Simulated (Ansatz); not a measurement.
# CuI2 (CdI2 type): other levels of theory at one geometry

Aim: keep the cell of CuI2 (CdI2 type) fixed and change the level of theory, to see how the gap, the moments and the pressure move. The cell was built by placing the elements on the sites of a structure type; the runs don't test whether it is the stable form.

Computed with Ansatz 0.2.0 (DFT at several levels, plane waves, PAW, unless a step's input says otherwise).

3 further runs of the same task are left out: 2 that didn't finish, 1 set aside as unsound or not needed. Runs told in other sessions of the task aren't counted.

### 1 The starting structure

Symmetry: P-3m1, No. 164, trigonal system. Conventional cell: a = 3.938 Å, b = 3.938 Å, c = 7.639 Å, α = 90.00°, β = 90.00°, γ = 120.00°. Around Cu (site symmetry -3m) lie 6 I at 2.78 Å. I (site symmetry 3m) is surrounded by 3 Cu at 2.78 Å.

Structure file:

```xyz
3
Lattice="3.9382 0.0000 0.0000 -1.9691 3.4106 0.0000 0.0000 0.0000 7.6390" Properties=species:S:1:pos:R:3 pbc="T T T"
Cu    0.0000    0.0000    0.0000
I     0.0000    2.2737    1.6020
I     1.9691    1.1369    6.0369
```

An earlier run at PBE left this cell at 34.201 Å³/atom and 0.00 GPa (10×10×6 mesh), a metal on this mesh, spin moments in the atoms' spheres Cu 0.14; I 0.08 μB.

Levels to run: PBEsol; LDA. Hardware: 2 threads of Arm Neoverse V2, shared host.

### 2 PBEsol

input.yaml reads:

```yaml
crystal:
  lattice:
    - [3.9381874456, 0.0, 0.0]
    - [-1.9690937228, 3.4105703727, 0.0]
    - [0.0, 0.0, 7.6389899943]
  atoms:
    - { symbol: Cu, position: [0.0, 0.0, 0.0], spin: 0.15 }
    - { symbol: I, position: [0.3333333333, 0.6666666667, 0.2097196765] }
    - { symbol: I, position: [0.6666666667, 0.3333333333, 0.7902803235] }
basis:
  ecutwfc: 420
  ecutrho_ratio: 4
kpoints:
  mp_grid: { grid: [10, 10, 6] }
hamiltonian:
  xc: pbesol
scf:
  occupations: { method: gaussian, width: 0.05 }
  lower_state_search: "off"
output:
  forces: true
  stress: true
  eigenvalues: true
  populations: true
magnetization:
  spin_polarized: true
checkpoint:
  read: start.run
  write: ck
  compress: false
  write_wavefunctions: false
  write_every: 100000
```

start.run holds the state of a PBE run on this cell.

Launch:

```
$ ansatz run input.yaml --threads 2 --pin off --max-ram 2662MiB --backend cpu --events-out ev --progress --plain --runs-dir out
```

After this run come: LDA.

Before running it: what results should come out? Wanted: for each run, pressure; largest spin moment.

As calculated:

| level | mesh | gap on the mesh (eV) | pressure (GPa) | largest spin moment (μB) | time |
| --- | --- | --- | --- | --- | --- |
| PBE | 10×10×6 | metal | 0.0 | 0.14 | 68 s* |
| LDA | 10×10×6 | metal | -3.7 | 0.00 | 24 s |
| PBEsol | 10×10×6 | metal | -2.3 | 0.10 | 16 s |

Times are on 2 threads of Arm Neoverse V2, shared host; some runs start from a saved state, which makes them quicker. * Includes bands or densities of states.

The pressure runs from -3.7 GPa (LDA) to 0.0 GPa (PBE); a negative pressure means that level wants a smaller cell, a positive one a larger cell. Every level gives a metal. The runs with LDA and PBEsol read the same PAW datasets as PBE, not ones made for them. Total energies of different levels have different zeros and can't be compared.
